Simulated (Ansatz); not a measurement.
**SnH3Cl (SnClH3): levels of theory compared**

Aim: a comparison of 6 runs (B2PLYP/STO-3G, BLYP/STO-3G, UB3LYP/STO-3G, UPBE/STO-3G, BCCD(T)/STO-3G, FCI/STO-3G) of SnH3Cl (SnClH3). 

The results are computed with Ansatz 0.2.0.

58 further runs of the same task are left out: 6 that didn't finish, 52 set aside as unsound or not needed.

## (1) The structure to begin with

SnH3Cl has 5 atoms, charge 0, and is taken as a singlet. As SMILES, `[H][Sn]([H])([H])[Cl]`. The H5–Sn1 distance was set to 3.348 Å, away from the relaxed value. At this shape a bond of the SMILES string is far longer than usual.

Bond lengths: Sn1–Cl2 2.281 Å, Sn1–H3 1.674 Å, Sn1–H4 1.674 Å. Angles: Cl2–Sn1–H3 108.3°, Cl2–Sn1–H4 108.1°, H3–Sn1–H4 110.7°.

## (2) A single-point energy at B2PLYP/STO-3G (run 1)

Contents of input.yaml:

```yaml
crystal:
  periodic: [false, false, false]
  atoms:
    - {symbol: Sn, position_ang: [0.795193, 1.374780, 0.388205]}
    - {symbol: Cl, position_ang: [0.806773, 1.354630, 2.668785]}
    - {symbol: H, position_ang: [2.381853, 1.384860, -0.144315]}
    - {symbol: H, position_ang: [-0.007817, 2.754380, -0.116305]}
    - {symbol: H, position_ang: [-0.795190, -1.373000, -0.673310]}
basis:
  gaussian: {orbitals: STO-3G}
hamiltonian: {xc: {name: B2PLYP}}
correlation: {frozen_orbitals: {Cl: 5, H: 0, Sn: 18}}
accuracy: high
```

Launch:

```sh
$ ansatz run input.yaml --threads 1 --pin off --max-ram 2610MiB --events-out events.jsonl --progress --plain --runs-dir runs
```

Standard output:

```text
Warning: RAYON_NUM_THREADS=1 ignored (pool sized by the plan → 1); use --threads N
Functional definition: B2PLYP
  name "B2PLYP"
  parameter a = 0.53
  parameter c = 0.27
  exchange = (1 - a)*b88_x + a*exact_x
  correlation = (1 - c)*lyp_c + c*(mp2_os + mp2_ss)
709 factors; integrals over basis functions are off by at most 4.9e-9 eV
mean field evaluation 1: about -174731.6230 eV, gradient 1.9e1 eV
mean field evaluation 2: about -174731.6037 eV, gradient 1.9e1 eV
mean field evaluation 4: about -174735.5998 eV, gradient 1.2e1 eV
mean field evaluation 8: about -174735.9789 eV, gradient 1.1e1 eV
mean field evaluation 16: about -174737.1367 eV, gradient 9.3e-7 eV
mean field -174737.13671706 eV, -6421.4713332666 hartree, gradient 1.5e-8 eV, S^2 0.000000; 0 other end points of the search recorded, 0 dependent functions left out; unrestricted orbitals would lower it
23 core orbitals not correlated: weight in the atoms' cores, before any rotation towards them, 1.000 or more for the frozen orbitals, at most 0.000 for the correlated occupied ones
reference -174737.13673703 eV, -6421.4713340005 hartree; 12, 12 occupied and 4, 4 virtual orbitals, 709 factors
second order -4.40127613 eV of doubles, -0.00000000 eV of singles
Total energy: -174738.32508158 eV, -6421.5150048574 hartree
```

Wall time 3.6 s (1 thread of Arm Neoverse V1, shared host); peak memory 0.14 GiB.

## (3) The energy at BLYP/STO-3G (run 2)

Changes to input.yaml since step 2:

```diff
@@ -9,5 +9,7 @@
 basis:
-  gaussian: {orbitals: STO-3G}
-hamiltonian: {xc: {name: B2PLYP}}
-correlation: {frozen_orbitals: {Cl: 5, H: 0, Sn: 18}}
+  gaussian:
+    orbitals: STO-3G
+total_charge: 0
+hamiltonian:
+  xc: {name: BLYP}
 accuracy: high
```

Launch:

```sh
$ ansatz run input.yaml --threads 1 --pin off --max-ram 2610MiB --events-out events.jsonl --progress --plain --runs-dir runs
```

Standard output:

```text
Warning: RAYON_NUM_THREADS=1 ignored (pool sized by the plan → 1); use --threads N
Functional definition: BLYP
  name "BLYP"
  parameter beta = 0.0042
  parameter a = 0.04918
  parameter b = 0.132
  parameter c = 0.2533
  parameter d = 0.349
  exchange = b88_x(beta = beta)
  correlation = lyp_c(a = a, b = b, c = c, d = d)
709 factors; integrals over basis functions are off by at most 4.9e-9 eV
mean field evaluation 1: about -174743.0562 eV, gradient 2.5e1 eV
mean field evaluation 2: about -174737.4375 eV, gradient 2.5e1 eV
mean field evaluation 4: about -174747.9023 eV, gradient 1.6e1 eV
mean field evaluation 8: about -174750.9363 eV, gradient 1.0e0 eV
mean field evaluation 16: about -174750.8802 eV, gradient 2.0e-3 eV
mean field -174750.88021919 eV, -6421.9763976542 hartree, gradient 6.3e-8 eV, S^2 0.000000; 0 other end points of the search recorded, 0 dependent functions left out
reference -174750.88026157 eV, -6421.9763992116 hartree; 35, 35 occupied and 4, 4 virtual orbitals, 709 factors
Total energy: -174750.88026157 eV, -6421.9763992116 hartree
```

It took 2.2 s on 1 thread of Arm Neoverse V1, shared host; peak memory 0.11 GiB.

Runs 3 to 5 aren't shown in full; the table further down has their settings and results.

## (4) A single-point energy at FCI/STO-3G (run 6)

Contents of molecule.yaml:

```yaml
crystal:
  periodic: [false, false, false]
  atoms:
    - {symbol: Sn, position_ang: [0.795193, 1.374780, 0.388205]}
    - {symbol: Cl, position_ang: [0.806773, 1.354630, 2.668785]}
    - {symbol: H, position_ang: [2.381853, 1.384860, -0.144315]}
    - {symbol: H, position_ang: [-0.007817, 2.754380, -0.116305]}
    - {symbol: H, position_ang: [-0.795190, -1.373000, -0.673310]}
basis:
  gaussian:
    orbitals: STO-3G
correlation:
  method: fci
  frozen_orbitals: {Cl: 5, H: 0, Sn: 18}
accuracy: high
```

Launch:

```sh
$ ansatz run molecule.yaml --threads 1 --pin off --max-ram 2610MiB --events-out events.jsonl --progress --plain --runs-dir runs
```

Standard output, cut to the lines that bear on the results:

```text
Warning: RAYON_NUM_THREADS=1 ignored (pool sized by the plan → 1); use --threads N
Functional definition: HF
  name "HF"
[...]
709 factors; integrals over basis functions are off by at most 4.9e-9 eV
[...]
mean field -174681.12892950 eV, -6419.4130850372 hartree, gradient 7.2e-9 eV, S^2 0.000000; 0 other end points of the search recorded, 0 dependent functions left out; unrestricted orbitals would lower it
[...]
unrestricted determinant -174684.81238390 eV, -6419.5484494897 hartree, S^2 0.9746
23 core orbitals not correlated: weight in the atoms' cores, before any rotation towards them, 1.000 or more for the frozen orbitals, at most 0.000 for the correlated occupied ones
reference -174681.12892950 eV, -6419.4130850372 hartree; 12, 12 occupied and 4, 4 virtual orbitals, 709 factors
state -174686.14122967 eV, -6419.5972836710 hartree
Total energy: -174686.14122967 eV, -6419.5972836710 hartree
```

Run time: 11 s. Hardware: 1 thread of Arm Neoverse V1, shared host; peak memory 0.32 GiB.

## (5) The series

```csv
run,level,frozen core orbitals,energy (Eh),wall time
1,B2PLYP/STO-3G,23,-6421.515005,3.6 s
2,BLYP/STO-3G,–,-6421.976399,2.2 s
3,UB3LYP/STO-3G,–,-6422.196025,9 s
4,UPBE/STO-3G,–,-6421.374339,8.4 s
5,BCCD(T)/STO-3G,23,-6419.597087,0.84 s
6,FCI/STO-3G,23,-6419.597284,11 s
```

## (6) Outcome

```
                                           quantity           value
                                run 6: total energy  -6419.59728 Eh
run 6: correlation energy (23 core orbitals frozen)      -184.2 mEh
```

**Reading.** Against full CI in this basis: BCCD(T) +0.2 mEh. Totals of different functionals can't be ranked against each other. In runs 1, 5 the log says that unrestricted orbitals would lower the reference, so the values rest on an unstable closed-shell determinant (other closed-shell runs at this shape may share the fault). In runs 1, 2, 3, 4, 5, 6 the basis is minimal, so the values are rough. In runs 1, 2 a closed-shell determinant meets a far-stretched bond, which it describes badly. In runs 1, 2, 3, 4, 5, 6 relativity is left out where basis or elements ask for it. Spin contamination of the reference: run 4 ⟨S²⟩ = 0.89, run 3 ⟨S²⟩ = 0.89. Where it is this large, the reference is a mixture of spin states, and values that rest on it are in doubt. All runs together took 36 s, the longest 11 s.
